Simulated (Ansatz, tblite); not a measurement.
# Mer-TiF3(H2O)3 (F₃H₆O₃Ti): one state, many levels

Aim: run the doublet of mer-TiF3(H2O)3 (F₃H₆O₃Ti) at one geometry on many levels, and compare frontier levels, spin and run time.

Computed with Ansatz 0.2.0, Gaussian basis. Level: as each input shows.

Levels to be run: GFN1-xTB, GFN2-xTB, PBE-D4/def2-TZVP, r2SCAN-D4/def2-TZVP, r2SCANh-D4/def2-TZVP, LC-ωPBE/def2-TZVP, r2SCAN0-D4/def2-TZVP, PBE-D4/def2-SVP, PBE0-D4/def2-SVP, MP2/def2-TZVP, RPA/def2-TZVP.

1 further run of the same task is left out (set aside as unsound or not needed). Runs told in other sessions of the task aren't counted.

### Step 1. The relaxed structure

The geometry is that of the doublet, from an earlier relaxation (PBE-D4/def2-SVP).

13 atoms, charge 0, spin multiplicity 2.

Bond lengths: F1–Ti7 1.789 Å, F2–Ti7 1.947 Å, F3–Ti7 1.867 Å, O4–Ti7 2.333 Å, O4–H8 0.976 Å, O4–H9 0.991 Å, O5–Ti7 2.204 Å, O5–H10 0.992 Å, O5–H11 0.978 Å, O6–Ti7 2.236 Å, O6–H12 0.979 Å, O6–H13 0.995 Å. Angles: Ti7–O4–H8 110.8°, Ti7–O4–H9 83.4°, H8–O4–H9 105.6°, Ti7–O5–H10 87.8°, Ti7–O5–H11 107.1°, H10–O5–H11 104.9°, Ti7–O6–H12 102.5°, Ti7–O6–H13 84.0°, H12–O6–H13 104.0°, F1–Ti7–F2 154.4°, F1–Ti7–F3 107.1°, F1–Ti7–O4 84.8°, F1–Ti7–O5 92.5°, F1–Ti7–O6 99.2°, F2–Ti7–F3 97.4°, F2–Ti7–O4 71.1°, F2–Ti7–O5 100.4°, F2–Ti7–O6 73.5° and more.

No spin-orbit coupling is included.

PBE0-D4/def2-TZVP was run before; its log isn't repeated, and its numbers join the tables.

### Step 2. GFN1-xTB

Tight binding, by tblite at 300 K electronic temperature and without a spin-polarisation term:

```python
tblite.interface.Calculator('GFN1-xTB', numbers, positions, charge=0, uhf=1).singlepoint()
```

Energy -929.8993 eV; 0.007 s.

### Step 3. GFN2-xTB

Tight binding, by tblite at 300 K electronic temperature and without a spin-polarisation term:

```python
tblite.interface.Calculator('GFN2-xTB', numbers, positions, charge=0, uhf=1).singlepoint()
```

Energy -853.1578 eV; 0.005 s.

### Step 4. PBE-D4/def2-TZVP

start.molden holds the orbitals of an earlier run on this state, given as this run's starting guess.

File in.yaml:

```yaml
crystal:
  periodic: [false, false, false]
  atoms:
    - {symbol: F, position_ang: [-0.055434, 0.408027, 1.929618]}
    - {symbol: F, position_ang: [-0.266621, -0.471767, -1.599375]}
    - {symbol: F, position_ang: [2.067538, 0.246946, -0.100759]}
    - {symbol: O, position_ang: [-2.099178, -0.002423, 0.047996]}
    - {symbol: O, position_ang: [0.541032, 2.281533, -0.200248]}
    - {symbol: O, position_ang: [0.408756, -2.094081, 0.196410]}
    - {symbol: Ti, position_ang: [0.225809, 0.134687, 0.184075]}
    - {symbol: H, position_ang: [-2.430405, -0.776893, 0.540473]}
    - {symbol: H, position_ang: [-1.912515, -0.329519, -0.868174]}
    - {symbol: H, position_ang: [1.514323, 2.092325, -0.240010]}
    - {symbol: H, position_ang: [0.410146, 2.747925, 0.649108]}
    - {symbol: H, position_ang: [1.377462, -2.226326, 0.237758]}
    - {symbol: H, position_ang: [0.219077, -2.010425, -0.776882]}
basis:
  gaussian: {orbitals: def2-TZVP, initial_orbitals: start.molden}
magnetization: {spin_polarized: true, initial_magnetization: 1}
hamiltonian: {xc: pbe, dispersion: d4}
scf: {omitted_lower_state_checks: [starts]}
output: {forces: true, orbitals: {seedname: orbitals}}
```

Command:

```bash
$ ansatz run in.yaml --threads 4 --pin off --events-out ev --progress --plain --max-ram 4787MiB
```

Log, shortened:

```text
Functional definition: PBE
  name "PBE"
  cite "Perdew, Burke & Ernzerhof, Phys. Rev. Lett. 77, 3865 (1996) doi:10.1103/PhysRevLett.77.3865"
  parent pbe
[...]
1598 factors; their error is unknown
[...]
mean field -37498.57485367 eV, -1378.0472084253 hartree, gradient 2.6e-5 eV, S^2 0.752085; 0 other end points of the search recorded, 0 dependent functions left out
[...]
reference -37498.57491338 eV, -1378.0472106198 hartree; 40, 39 occupied and 227, 228 virtual orbitals, 1598 factors
Total energy: -37498.81589396 eV, -1378.0560664926 hartree
Atom 0 at    -0.055434     0.408027     1.929618 Å, force    -0.100992     0.067072     0.542917 eV/Å
Atom 1 at    -0.266621    -0.471767    -1.599375 Å, force     0.031859     0.070898    -0.278234 eV/Å
Atom 2 at     2.067538     0.246946    -0.100759 Å, force     0.458919    -0.052547    -0.075756 eV/Å
Atom 3 at    -2.099178    -0.002423     0.047996 Å, force    -0.034931    -0.254896    -0.066120 eV/Å
Atom 4 at     0.541032     2.281533    -0.200248 Å, force     0.203735     0.053550     0.212177 eV/Å
Atom 5 at     0.408756    -2.094081     0.196410 Å, force     0.173796     0.000921    -0.215800 eV/Å
Atom 6 at     0.225809     0.134687     0.184075 Å, force    -0.227905    -0.066234    -0.259949 eV/Å
Atom 7 at    -2.430405    -0.776893     0.540473 Å, force    -0.032062     0.145312     0.024212 eV/Å
Atom 8 at    -1.912515    -0.329519    -0.868174 Å, force    -0.174259     0.109446     0.085817 eV/Å
Atom 9 at     1.514323     2.092325    -0.240010 Å, force    -0.126293     0.139175    -0.094723 eV/Å
Atom 10 at     0.410146     2.747925     0.649108 Å, force    -0.073914     0.015480    -0.135756 eV/Å
Atom 11 at     1.377462    -2.226326     0.237758 Å, force    -0.103534    -0.052839     0.099886 eV/Å
Atom 12 at     0.219077    -2.010425    -0.776882 Å, force     0.005580    -0.175337     0.161329 eV/Å
Dipole moment:    -0.132668    -0.132561     0.076298 e Å
Checks for a lower state left out: starts
```

Wall time 7.5 s (4 threads of Arm Neoverse V2, shared host).

HOMO -3.22 eV, LUMO -2.48 eV (over both spins); ⟨S²⟩ 0.752 (pure: 0.75).

### Step 5. r2SCAN-D4/def2-TZVP

Changes to in.yaml since step 4:

```diff
@@ -19,4 +19,4 @@
 magnetization: {spin_polarized: true, initial_magnetization: 1}
-hamiltonian: {xc: pbe, dispersion: d4}
+hamiltonian: {xc: r2scan, dispersion: d4}
 scf: {omitted_lower_state_checks: [starts]}
-output: {forces: true, orbitals: {seedname: orbitals}}
+output: {orbitals: {seedname: orbitals}}
```

Same command.

Log:

```text
Functional definition: r2SCAN
  name "r2SCAN"
  cite "Furness, Kaplan, Ning, Perdew & Sun, J. Phys. Chem. Lett. 11, 8208 (2020) doi:10.1021/acs.jpclett.0c02405"
  cite "Furness, Kaplan, Ning, Perdew & Sun, J. Phys. Chem. Lett. 11, 9248 (2020) doi:10.1021/acs.jpclett.0c03077"
  parent r2scan
  parameter k0 = 0.174
  parameter k1 = 0.065
  parameter a1 = 4.9479
  exchange = r2scan_x(k0 = k0, k1 = k1, a1 = a1)
  correlation = r2scan_c
these checks for a lower state are left out or cut short: starts
1598 factors; their error is unknown
mean field evaluation 1: about -37511.8462 eV, gradient 5.0e0 eV
mean field evaluation 2: about -37511.9355 eV, gradient 1.3e-1 eV
mean field evaluation 4: about -37511.9142 eV, gradient 1.5e-3 eV
mean field evaluation 8: about -37511.9142 eV, gradient 7.1e-6 eV
mean field -37511.91421906 eV, -1378.5374210619 hartree, gradient 7.0e-6 eV, S^2 0.752888; 0 other end points of the search recorded, 0 dependent functions left out
reference -37511.91423989 eV, -1378.5374218273 hartree; 40, 39 occupied and 227, 228 virtual orbitals, 1598 factors
Total energy: -37511.97784039 eV, -1378.5397591024 hartree
Checks for a lower state left out: starts
```

It took 15 s on 4 threads of Arm Neoverse V2, shared host; peak memory 0.56 GiB.

From the report: HOMO -3.78 eV, LUMO -2.40 eV (over both spins); ⟨S²⟩ 0.753 (pure: 0.75).

### Step 6. r2SCANh-D4/def2-TZVP

Changes to in.yaml since step 5:

```diff
@@ -19,3 +19,3 @@
 magnetization: {spin_polarized: true, initial_magnetization: 1}
-hamiltonian: {xc: r2scan, dispersion: d4}
+hamiltonian: {xc: {name: r2SCANh}, dispersion: d4}
 scf: {omitted_lower_state_checks: [starts]}
```

The command is unchanged.

Log, shortened:

```text
Functional definition: r2SCANh
  name "r2SCANh"
  cite "Bursch, Neugebauer, Ehlert & Grimme, J. Chem. Phys. 156, 134105 (2022) doi:10.1063/5.0086040"
  cite "Furness, Kaplan, Ning, Perdew & Sun, J. Phys. Chem. Lett. 11, 8208 (2020) doi:10.1021/acs.jpclett.0c02405"
  cite "Furness, Kaplan, Ning, Perdew & Sun, J. Phys. Chem. Lett. 11, 9248 (2020) doi:10.1021/acs.jpclett.0c03077"
  parent r2scan
[...]
1633 factors; their error is unknown
[...]
mean field -37510.70942951 eV, -1378.4931458624 hartree, gradient 2.4e-5 eV, S^2 0.752692; 0 other end points of the search recorded, 0 dependent functions left out
reference -37510.70944801 eV, -1378.4931465425 hartree; 40, 39 occupied and 227, 228 virtual orbitals, 1633 factors
Total energy: -37510.77636934 eV, -1378.4956058558 hartree
Checks for a lower state left out: starts
```

It took 22 s on 4 threads of Arm Neoverse V2, shared host; peak memory 1.3 GiB.

HOMO -4.72 eV, LUMO -1.91 eV (over both spins); ⟨S²⟩ 0.753 (pure: 0.75).

### Step 7. LC-ωPBE/def2-TZVP

Changes to in.yaml since step 6:

```diff
@@ -19,3 +19,3 @@
 magnetization: {spin_polarized: true, initial_magnetization: 1}
-hamiltonian: {xc: {name: r2SCANh}, dispersion: d4}
+hamiltonian: {xc: {name: LC-wPBE}}
 scf: {omitted_lower_state_checks: [starts]}
```

Same command.

Log, shortened:

```text
Functional definition: LC-wPBE
  name "LC-wPBE"
  cite "Vydrov & Scuseria, J. Chem. Phys. 125, 234109 (2006) doi:10.1063/1.2409292"
  cite "Heyd & Scuseria, J. Chem. Phys. 120, 7274 (2004) doi:10.1063/1.1668634"
  cite "Ernzerhof & Perdew, J. Chem. Phys. 109, 3313 (1998) doi:10.1063/1.476928"
  cite "Perdew, Burke & Ernzerhof, Phys. Rev. Lett. 77, 3865 (1996) doi:10.1103/PhysRevLett.77.3865"
  parent pbe
[...]
1598 factors; their error is unknown
497 factors; integrals over basis functions are off by at most 1.1e-5 eV
[...]
mean field -37506.41584750 eV, -1378.3353596338 hartree, gradient 2.1e-5 eV, S^2 0.751599; 0 other end points of the search recorded, 0 dependent functions left out
reference -37506.41584751 eV, -1378.3353596341 hartree; 40, 39 occupied and 227, 228 virtual orbitals, 1598 factors
Total energy: -37506.41584751 eV, -1378.3353596341 hartree
Checks for a lower state left out: starts
```

Run time: 18 s. Hardware: 4 threads of Arm Neoverse V2, shared host; peak memory 1.4 GiB.

From the report: HOMO -8.78 eV, LUMO 1.22 eV (over both spins); ⟨S²⟩ 0.752 (pure: 0.75).

### Step 8. r2SCAN0-D4/def2-TZVP

Changes to in.yaml since step 7:

```diff
@@ -19,3 +19,3 @@
 magnetization: {spin_polarized: true, initial_magnetization: 1}
-hamiltonian: {xc: {name: LC-wPBE}}
+hamiltonian: {xc: {name: r2SCAN0}, dispersion: d4}
 scf: {omitted_lower_state_checks: [starts]}
```

Launched as before.

Log, shortened:

```text
Functional definition: r2SCAN0
  name "r2SCAN0"
  cite "Bursch, Neugebauer, Ehlert & Grimme, J. Chem. Phys. 156, 134105 (2022) doi:10.1063/5.0086040"
  cite "Furness, Kaplan, Ning, Perdew & Sun, J. Phys. Chem. Lett. 11, 8208 (2020) doi:10.1021/acs.jpclett.0c02405"
  cite "Furness, Kaplan, Ning, Perdew & Sun, J. Phys. Chem. Lett. 11, 9248 (2020) doi:10.1021/acs.jpclett.0c03077"
  parent r2scan
[...]
1651 factors; their error is unknown
[...]
mean field -37509.01062473 eV, -1378.4307159383 hartree, gradient 1.1e-5 eV, S^2 0.752446; 0 other end points of the search recorded, 0 dependent functions left out
reference -37509.01064009 eV, -1378.4307165028 hartree; 40, 39 occupied and 227, 228 virtual orbitals, 1651 factors
Total energy: -37509.08412519 eV, -1378.4334170303 hartree
Checks for a lower state left out: starts
```

Run time: 42 s. Hardware: 4 threads of Arm Neoverse V2, shared host; peak memory 1.8 GiB.

Report: HOMO -6.15 eV, LUMO -1.16 eV (over both spins); ⟨S²⟩ 0.752 (pure: 0.75).

### Step 9. PBE-D4/def2-SVP

Changes to in.yaml since step 8:

```diff
@@ -17,5 +17,5 @@
 basis:
-  gaussian: {orbitals: def2-TZVP, initial_orbitals: start.molden}
+  gaussian: {orbitals: def2-SVP, initial_orbitals: start.molden}
 magnetization: {spin_polarized: true, initial_magnetization: 1}
-hamiltonian: {xc: {name: r2SCAN0}, dispersion: d4}
+hamiltonian: {xc: pbe, dispersion: d4}
 scf: {omitted_lower_state_checks: [starts]}
```

Same command.

Log:

```text
Functional definition: PBE
  name "PBE"
  cite "Perdew, Burke & Ernzerhof, Phys. Rev. Lett. 77, 3865 (1996) doi:10.1103/PhysRevLett.77.3865"
  parent pbe
  parameter kappa = 0.804
  parameter beta = 0.06672455060314922
  exchange = pbe_x(kappa = kappa, mu = beta*pi^2/3)
  correlation = pbe_c(beta = beta)
these checks for a lower state are left out or cut short: starts
1601 factors; their error is unknown
mean field evaluation 1: about -37476.8654 eV, gradient 1.2e1 eV
mean field evaluation 2: about -37477.6959 eV, gradient 6.5e-1 eV
mean field evaluation 4: about -37477.6379 eV, gradient 9.3e-2 eV
mean field evaluation 8: about -37477.6379 eV, gradient 1.3e-5 eV
mean field -37477.63794400 eV, -1377.2777911864 hartree, gradient 1.3e-5 eV, S^2 0.752224; 0 other end points of the search recorded, 0 dependent functions left out
reference -37477.63805197 eV, -1377.2777951544 hartree; 40, 39 occupied and 105, 106 virtual orbitals, 1601 factors
Total energy: -37477.87903254 eV, -1377.2866510272 hartree
Checks for a lower state left out: starts
```

It took 3.6 s on 4 threads of Arm Neoverse V2, shared host.

HOMO -2.78 eV, LUMO -2.05 eV (over both spins); ⟨S²⟩ 0.752 (pure: 0.75).

### Step 10. PBE0-D4/def2-SVP

Changes to in.yaml since step 9:

```diff
@@ -19,3 +19,3 @@
 magnetization: {spin_polarized: true, initial_magnetization: 1}
-hamiltonian: {xc: pbe, dispersion: d4}
+hamiltonian: {xc: pbe0, dispersion: d4}
 scf: {omitted_lower_state_checks: [starts]}
```

Same command.

Log, shortened:

```text
Functional definition: PBE0
  name "PBE0"
  cite "Adamo & Barone, J. Chem. Phys. 110, 6158 (1999) doi:10.1063/1.478522"
  cite "Perdew, Burke & Ernzerhof, Phys. Rev. Lett. 77, 3865 (1996) doi:10.1103/PhysRevLett.77.3865"
  parent pbe
[...]
1424 factors; integrals over basis functions are off by at most 1.5e-3 eV
[...]
mean field -37478.20375774 eV, -1377.2985844580 hartree, gradient 1.7e-5 eV, S^2 0.752098; 0 other end points of the search recorded, 0 dependent functions left out
reference -37478.20384108 eV, -1377.2985875206 hartree; 40, 39 occupied and 105, 106 virtual orbitals, 1424 factors
Total energy: -37478.40897939 eV, -1377.3061262147 hartree
Checks for a lower state left out: starts
```

It took 7 s on 4 threads of Arm Neoverse V2, shared host; peak memory 0.57 GiB.

HOMO -5.47 eV, LUMO -0.99 eV (over both spins); ⟨S²⟩ 0.752 (pure: 0.75).

### Step 11. MP2/def2-TZVP

Changes to in.yaml since step 10:

```diff
@@ -17,5 +17,5 @@
 basis:
-  gaussian: {orbitals: def2-SVP, initial_orbitals: start.molden}
+  gaussian: {orbitals: def2-TZVP, initial_orbitals: start.molden}
 magnetization: {spin_polarized: true, initial_magnetization: 1}
-hamiltonian: {xc: pbe0, dispersion: d4}
+correlation: {method: mp2}
 scf: {omitted_lower_state_checks: [starts]}
```

The command is unchanged.

Log:

```text
Functional definition: HF
  name "HF"
  cite "Fock, Z. Phys. 61, 126 (1930) doi:10.1007/BF01340294"
  parent pbe
  exchange = exact_x
  correlation = 0
these checks for a lower state are left out or cut short: starts
1934 factors; integrals over basis functions are off by at most 1.7e-3 eV
mean field evaluation 1: about -37422.9657 eV, gradient 2.8e1 eV
mean field evaluation 2: about -37424.9197 eV, gradient 2.5e0 eV
mean field evaluation 4: about -37424.9990 eV, gradient 1.6e-1 eV
mean field evaluation 8: about -37424.9992 eV, gradient 2.6e-5 eV
mean field -37424.99919510 eV, -1375.3433528444 hartree, gradient 2.7e-6 eV, S^2 0.752344; 0 other end points of the search recorded, 0 dependent functions left out
11 core orbitals not correlated: weight in the atoms' cores, before any rotation towards them, 1.000 or more for the frozen orbitals, at most 0.000 for the correlated occupied ones
reference -37424.99919510 eV, -1375.3433528444 hartree; 29, 28 occupied and 227, 228 virtual orbitals, 1934 factors
second order -50.26838380 eV of doubles, -0.00000000 eV of singles
Total energy: -37475.26757890 eV, -1377.1906818758 hartree
Checks for a lower state left out: starts
```

Wall time 15 s (4 threads of Arm Neoverse V2, shared host); peak memory 0.96 GiB.

Hartree-Fock HOMO -12.37 eV, LUMO 1.93 eV (over both spins); ⟨S²⟩ 0.752 (pure: 0.75).

### Step 12. RPA/def2-TZVP

Changes to in.yaml since step 11:

```diff
@@ -19,4 +19,4 @@
 magnetization: {spin_polarized: true, initial_magnetization: 1}
-correlation: {method: mp2}
+hamiltonian: {xc: pbe}
+correlation: {method: rpa}
 scf: {omitted_lower_state_checks: [starts]}
-output: {orbitals: {seedname: orbitals}}
```

The command is unchanged.

Log, shortened:

```text
Functional definition: PBE
  name "PBE"
  cite "Perdew, Burke & Ernzerhof, Phys. Rev. Lett. 77, 3865 (1996) doi:10.1103/PhysRevLett.77.3865"
  parent pbe
[...]
1934 factors; integrals over basis functions are off by at most 1.7e-3 eV
[...]
mean field -37498.57464286 eV, -1378.0472006784 hartree, gradient 2.9e-6 eV, S^2 0.752085; 0 other end points of the search recorded, 0 dependent functions left out
11 core orbitals not correlated: weight in the atoms' cores, before any rotation towards them, 1.000 or more for the frozen orbitals, at most 0.000 for the correlated occupied ones
reference -37420.84781311 eV, -1375.1907923700 hartree; 29, 28 occupied and 227, 228 virtual orbitals, 1934 factors
Total energy: -37497.81100961 eV, -1378.0191376739 hartree
Checks for a lower state left out: starts
```

It took 17 s on 4 threads of Arm Neoverse V2, shared host; peak memory 0.99 GiB.

Report: ⟨S²⟩ 0.752 (pure: 0.75).

### Step 13. Comparison

| level | functions | HOMO (eV) | LUMO (eV) | gap (eV) | ⟨S²⟩ | time |
| --- | --- | --- | --- | --- | --- | --- |
| PBE-D4/def2-SVP | 145 | -2.78 | -2.05 | 0.73 | 0.752 | 3.6 s |
| PBE-D4/def2-TZVP | 267 | -3.22 | -2.48 | 0.74 | 0.752 | 7.5 s |
| r2SCAN-D4/def2-TZVP | 267 | -3.78 | -2.40 | 1.38 | 0.753 | 15 s |
| r2SCANh-D4/def2-TZVP | 267 | -4.72 | -1.91 | 2.81 | 0.753 | 22 s |
| PBE0-D4/def2-SVP | 145 | -5.47 | -0.99 | 4.48 | 0.752 | 7 s |
| PBE0-D4/def2-TZVP | 267 | -5.69 | -1.21 | 4.48 | 0.752 | 26 s |
| r2SCAN0-D4/def2-TZVP | 267 | -6.15 | -1.16 | 4.99 | 0.752 | 42 s |
| LC-ωPBE/def2-TZVP | 267 | -8.78 | 1.22 | 9.99 | 0.752 | 18 s |

Energy pieces by basis (eV):

| basis | HF | MP2 correlation | total |
| --- | --- | --- | --- |
| def2-TZVP | -37424.9992 | -50.2684 | -37475.2676 (MP2) |

### Step 14. Binding energy

Free atoms were run apart at each level; binding is atoms less cluster, divided by the number of atoms, without zero-point or spin-orbit terms.

| level | binding an atom (eV) |
| --- | --- |
| HF/def2-TZVP | 2.653 |
| PBE-D4/def2-SVP | 4.062 |
| PBE0-D4/def2-SVP | 3.872 |
| PBE0-D4/def2-TZVP | 3.837 |
| r2SCAN0-D4/def2-TZVP | 3.788 |
| LC-ωPBE/def2-TZVP | 3.881 |
| MP2/def2-TZVP | 3.884 |

### Step 15. Outcome

| quantity | value |
| --- | --- |
| gap in def2-TZVP, named functionals, smallest and largest | 0.74 eV (PBE-D4), 9.99 eV (LC-ωPBE) |
| correlation energy, MP2/def2-TZVP | -50.27 eV |
| binding an atom, functionals in def2-TZVP | 3.79 (r2SCAN0-D4) to 3.88 eV (LC-ωPBE) |
| ⟨S²⟩ in def2-TZVP, named functionals, smallest and largest | 0.752, 0.753 |
| PBE0 total energy, smallest basis above largest | 20.70 eV (def2-SVP, def2-TZVP) |

In words: Orbital gaps of the named functionals in def2-TZVP span 0.74 eV (PBE-D4) to 9.99 eV (LC-ωPBE); exact exchange widens it.

The slowest run with a step of its own, r2SCAN0-D4/def2-TZVP, took 42 s; the quickest functional in def2-TZVP took 7.5 s (shared host).
